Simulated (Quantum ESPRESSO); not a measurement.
# HfMoC2 under changes of volume

One of the cells (11.421 Å³/atom); the others are scaled copies at fixed shape and fractional positions:

```
Hf Mo C
1.0
     3.19142    0.00000    0.00000
     0.00000    3.19142    0.00000
     0.00000    0.00000    4.48516
Hf Mo C
1 1 2
Direct
  0.00000 0.00000 0.00000
  0.50000 0.50000 0.50000
  0.50000 0.50000 0.00000
  0.00000 0.00000 0.50000
```

The cell comes from a database or a generator and needn't be the stable form of this composition.

```yaml
Program: Quantum ESPRESSO 7.5
Functional: LDA
Potentials_or_basis: GBRV 1.5 LDA
Cutoff: 612 eV
Density_cutoff: 4898 eV
k_mesh: 8 × 8 × 6
Occupations: fermi-dirac, width 0.05 eV
Spin: no spin polarisation
```

```tsv
volume (Å³/atom)	energy over the lowest point (meV/atom)	pressure (GPa)
10.735	?	?
10.964	0.00	-2.8
11.192	7.78	-8.8
11.421	23.66	-14.2
11.649	46.81	-19.0
11.877	76.49	-23.3
12.106	111.95	-27.2
```

Question: What does the run at 10.735 Å³/atom give?

Answer: Energy over the lowest point 1.25 meV/atom; pressure 3.8 GPa.

Worked out: A Birch-Murnaghan fit of order 3 (a polynomial in V^(-2/3)) to the other rows has its minimum at 10.88 Å³/atom, just outside them, with B0 = V·E''(V) = 319 GPa and B' = 4.5 at fixed shape and positions, which overstates the stiffness. It gives 1.45 meV/atom at 10.735 Å³/atom, against the run's 1.25, and -dE/dV = 4.5 GPa, against 3.8.

Energies are extrapolated to zero smearing.
